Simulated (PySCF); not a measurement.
# C3H7Br: the cost of one run

Programs: PySCF 2.14.0, with routines of our own; each step states its level. All values are computed. Atoms count from 0.

## 1. The system as given

11 atoms, charge 0, multiplicity 1; geometry from: GFN2-xTB.

## 2. Geometry optimisation at PBE0-D3(BJ)/def2-SVP

Job settings and geometry (Å):

```
{"job": {"xc": "PBE0", "basis": "def2-SVP", "d3": "d3bj", "grid": 1, "maxiter": 30, "shake": 0.01, "kind": "geom"}, "charge": 0, "multiplicity": 1}
C     -0.947990     0.586700     0.313960
C     -0.300440    -0.595210    -0.339390
C      1.002390    -0.232660    -1.007160
Br     2.397820     0.322880     0.311450
H     -0.337610     1.024430     1.078080
H     -1.167620     1.391120    -0.432410
H     -1.903910     0.317430     0.759750
H     -0.110290    -1.361780     0.407370
H     -0.949130    -1.002560    -1.090420
H      1.452230    -1.083020    -1.514510
H      0.902670     0.606830    -1.674340
```

The run is started by

```
OMP_NUM_THREADS=1 python heavy_run.py task.json out
```

This one command runs all jobs of the session in turn.

Q: Estimate the wall time and peak memory of this first job on 1 thread of Arm Neoverse N1, shared host.

About 35 s, with a peak of 0.45 GiB.
